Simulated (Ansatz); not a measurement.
# BGeH7O2Si, SMILES OB(O)[SiH2][GeH3]: a rigid torsion scan

Program: Ansatz's Python interface.

Notebook, run cell by cell (the value of a cell's last expression is shown):

In [1]:
```python
import ansatz as az
from ase import Atoms
```

In [2]:
```python
atoms = Atoms(["O", "B", "O", "Si", "Ge", "H", "H", "H", "H", "H", "H", "H"], positions=[
    (-1.5468, -0.9622, 1.4165),
    (-1.4975, -0.097, 0.2413),
    (-2.5124, 0.935, 0.05),
    (-0.0856, -0.3238, -1.0695),
    (1.9585, 0.0015, -0.0387),
    (-1.0079, -0.4881, 2.099),
    (-2.1417, 1.7366, 0.4984),
    (-0.2537, 0.6599, -2.1493),
    (-0.1452, -1.6839, -1.6247),
    (2.0152, 1.4367, 0.5436),
    (3.0958, -0.1867, -1.0749),
    (2.1213, -1.0281, 1.1084),
])
```

In [3]:
```python
# relax first, so that the scan starts from a minimum
first = (
    az.Crystal.molecule_from_ase(atoms).calculation()
    .basis(gaussian="def2-SVP")
    .functional("r2scan0")
    .relax(force_tolerance=0.02, max_steps=80)
)
atoms.positions = first.run().report["positions_ang"]
```

In [4]:
```python
start = atoms.get_dihedral(2, 1, 0, 5)
energies = {}
for turn in range(0, 360, 40):
    turned = atoms.copy()
    turned.set_dihedral(2, 1, 0, 5, start + turn, indices=[0, 5])
    setup = az.Crystal.molecule_from_ase(turned).calculation()
    setup = setup.basis(gaussian="def2-SVP")
    setup = setup.functional("r2scan0")
    energies[round((start + turn) % 360)] = setup.run().report["free_energy_ev"]
floor = min(energies.values())
print("dihedral O2-B1-O0-H5 (deg)   E - E(min) (kJ/mol)")
for angle, e in sorted(energies.items()):
    print(f"{angle:8d} {96.485332 * (e - floor):14.3f}  " + "#" * int(30 * (e - floor) / max(max(energies.values()) - floor, 1e-9)))
```
```text
dihedral O2-B1-O0-H5 (deg)   E - E(min) (kJ/mol)
       1          3.806  ###
      41         17.345  ##############
      81         35.322  #############################
     121         23.439  ###################
     161          0.000
     201          1.504  #
     241         24.726  ####################
     281         35.347  ##############################
     321         17.256  ##############
```

The scan is rigid and the energies are electronic, in a modest basis. With rigid groups the curve can differ much from the relaxed path, the start wasn't checked as a minimum of this torsion, and equivalent turns needn't return to the same energy. Run time: 13 min on 1 thread of Arm Neoverse V2 (shared host), peak memory 0.43 GiB.
